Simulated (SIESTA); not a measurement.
Ge3Pd:

```
Pd Ge
1.0
     4.14202    0.00000    0.00000
     0.00000    4.14202    0.00000
     0.00000    0.00000    4.14202
Pd Ge
1 3
Direct
  0.00000 0.00000 0.00000
  0.50000 0.50000 0.00000
  0.50000 0.00000 0.50000
  0.00000 0.50000 0.50000
```

The cell comes from a database or a generator and needn't be the stable form of this composition.

Base run:

| Quantity | Value |
| --- | --- |
| Program | SIESTA 5.4.2 |
| Functional | PBEsol |
| Potentials or basis | PseudoDojo 0.4 standard (PBEsol files) |
| Basis | DZP (energy shift 0.003 Ry; two zetas on semicore shells) |
| Grid cutoff | 800 Ry |
| Energy shift | 0.003 Ry |
| k mesh | 7 × 7 × 7 |
| Occupations | fermi-dirac, width 0.05 eV |
| Spin | no spin polarisation |

Its results: band gap on the k mesh none (metal or under the smearing width); pressure -3.2 GPa.

After a change of settings the same cell gave: band gap on the k mesh none (metal or under the smearing width); pressure 1.5 GPa. Which change was it?
A. k mesh from 7 × 7 × 7 to 5 × 5 × 5; hubbard terms from none to Pd d U = 2 eV
B. functional from PBEsol to LDA; potentials or basis from PseudoDojo 0.4 standard (PBEsol files) to PseudoDojo 0.4 standard (LDA files)
C. functional from PBEsol to PBE; potentials or basis from PseudoDojo 0.4 standard (PBEsol files) to PseudoDojo 0.4 standard (PBE files)
D. k mesh from 7 × 7 × 7 to 5 × 5 × 5

C.

Caveats: the basis of atomic orbitals isn't converged, which shifts pressures, moduli and gaps.

Not every run made on this cell is shown here.
